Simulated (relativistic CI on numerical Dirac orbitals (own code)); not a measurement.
# Au³⁺: one ion under different settings

Aim: see what numerical and physical settings do to the SCF, the total energy and the lowest levels of Au³⁺.

Method: Dirac-Coulomb-Breit CI, KLI orbitals optimised for each configuration, model QED (radiative potential, 1s self-energy scaled to tabulated hydrogen-like ionisation energies), numerical settings as typed. Code: relativistic CI on numerical Dirac orbitals (own code) version 3.

## Step 1: Starting point

```
ion            : Au³⁺ (Au IV)
nuclear charge : 79
electrons      : 76
isotope        : A = 197
```

## Step 2: Usual settings

Settings, as recorded:

```ini
atom Au  Z=79  charge=3  electrons=76
nucleus A=197  rms_radius_fm=5.4371
hamiltonian dirac-coulomb  breit=on  qed=on  c_scale=1
orbitals kli  potential=per-configuration
slater_scale 1
correlation none
mixing on
grid step=0.0125 r_max=64.9
scf mixing=0.4 start=green max_iterations=150 tolerance=2e-08 node_fill=0.05
configurations
  [Xe] 4f14 5d8
  [Xe] 4f14 5d7 6s
  [Xe] 4f14 5d7 6p
  [Xe] 4f14 5d6 6s2
  [Xe] 4f14 5d7 6d
end
```

Launch:

```bash
$ python run_levels.py task.json out
```

The settings of every run stand in task.json; they run in order.

## Step 3: Slater scale 0.5

Settings: those of step 2 with these lines changed.

```diff
@@ -4,3 +4,3 @@
 orbitals kli  potential=per-configuration
-slater_scale 1
+slater_scale 0.5
 correlation none
```

## Step 4: Breit term off, start potential bare

Settings, as recorded:

```ini
atom Au  Z=79  charge=3  electrons=76
nucleus A=197  rms_radius_fm=5.4371
hamiltonian dirac-coulomb  breit=off  qed=on  c_scale=1
orbitals kli  potential=per-configuration
slater_scale 1
correlation none
mixing on
grid step=0.0125 r_max=64.9
scf mixing=0.4 start=bare max_iterations=150 tolerance=2e-08 node_fill=0.05
configurations
  [Xe] 4f14 5d8
  [Xe] 4f14 5d7 6s
  [Xe] 4f14 5d7 6p
  [Xe] 4f14 5d6 6s2
  [Xe] 4f14 5d7 6d
end
```

## Step 5: Iteration limit 20, speed-of-light factor 0.8, end of the grid 97.35

Settings, as recorded:

```ini
atom Au  Z=79  charge=3  electrons=76
nucleus A=197  rms_radius_fm=5.4371
hamiltonian dirac-coulomb  breit=on  qed=on  c_scale=0.8
orbitals kli  potential=per-configuration
slater_scale 1
correlation none
mixing on
grid step=0.0125 r_max=97.35
scf mixing=0.4 start=green max_iterations=20 tolerance=2e-08 node_fill=0.05
configurations
  [Xe] 4f14 5d8
  [Xe] 4f14 5d7 6s
  [Xe] 4f14 5d7 6p
  [Xe] 4f14 5d6 6s2
  [Xe] 4f14 5d7 6d
end
```

## Step 6: Breit term off, iteration limit 20

Settings, as recorded:

```ini
atom Au  Z=79  charge=3  electrons=76
nucleus A=197  rms_radius_fm=5.4371
hamiltonian dirac-coulomb  breit=off  qed=on  c_scale=1
orbitals kli  potential=per-configuration
slater_scale 1
correlation none
mixing on
grid step=0.0125 r_max=64.9
scf mixing=0.4 start=green max_iterations=20 tolerance=2e-08 node_fill=0.05
configurations
  [Xe] 4f14 5d8
  [Xe] 4f14 5d7 6s
  [Xe] 4f14 5d7 6p
  [Xe] 4f14 5d6 6s2
  [Xe] 4f14 5d7 6d
end
```

## Step 7: Slater scale -1

Settings, as recorded:

```ini
atom Au  Z=79  charge=3  electrons=76
nucleus A=197  rms_radius_fm=5.4371
hamiltonian dirac-coulomb  breit=on  qed=on  c_scale=1
orbitals kli  potential=per-configuration
slater_scale -1
correlation none
mixing on
grid step=0.0125 r_max=64.9
scf mixing=0.4 start=green max_iterations=55 tolerance=2e-08 node_fill=0.05
configurations
  [Xe] 4f14 5d8
  [Xe] 4f14 5d7 6s
  [Xe] 4f14 5d7 6p
  [Xe] 4f14 5d6 6s2
  [Xe] 4f14 5d7 6d
end
```

## Step 8: Nuclear radius 54.371

Settings, as recorded:

```ini
atom Au  Z=79  charge=3  electrons=76
nucleus A=197  rms_radius_fm=54.3710
hamiltonian dirac-coulomb  breit=on  qed=on  c_scale=1
orbitals kli  potential=per-configuration
slater_scale 1
correlation none
mixing on
grid step=0.0125 r_max=64.9
scf mixing=0.4 start=green max_iterations=66 tolerance=2e-08 node_fill=0.05
configurations
  [Xe] 4f14 5d8
  [Xe] 4f14 5d7 6s
  [Xe] 4f14 5d7 6p
  [Xe] 4f14 5d6 6s2
  [Xe] 4f14 5d7 6d
end
```

(Steps that only read results are left out.)

Q: Predict the outcome of this session. Wanted: lowest level, usual settings; total energy; first excitation.

**Answer**, as computed:

| setting | total energy less usual (Ha) | largest shift of a level among the lowest eight of both runs, same label and place (cm⁻¹) | SCF iterations | time | lowest level | kind of change |
| --- | --- | --- | --- | --- | --- | --- |
| usual | 0 | 0 | 64 | 0.56 s | 5d8 3F4 | - |
| Slater scale 0.5 | 0.0216 | 8520 | 64 | 0.57 s | 5d8 3F4 | model term |
| Breit term off, start potential bare | -21.7 | 560 | 100 | 0.78 s | 5d8 3F4 | model term |
| iteration limit 20, speed-of-light factor 0.8, end of the grid 97.35 | -883 | 5290 | 65 | 0.58 s | 5d8 3F4 | unphysical constant |
| Breit term off, iteration limit 20 | -21.7 | 560 | 64 | 0.52 s | 5d8 3F4 | model term |
| Slater scale -1 | -0.111 | 15400 | 64 | 0.57 s | 5d8 1S0 | unsound |
| nuclear radius 54.371 | 152 | 379 | 65 | 0.57 s | 5d8 3F4 | unsound |

```
                    quantity           value
lowest level, usual settings         5d8 3F4
                total energy  -18996.9498 Ha
            first excitation     8229.4 cm⁻¹
```

In words: The lowest level changes under «Slater scale -1». Among the runs whose levels can be followed, they move most under «Slater scale -1» (unsound), by up to 15400 cm⁻¹. «Breit term off, start potential bare» costs 100 SCF iterations against 64. Only the listed configurations are in the model. In a near-neutral ion this small CI can misplace whole configurations by 10,000 cm⁻¹ or more, above all where the count of f electrons changes.
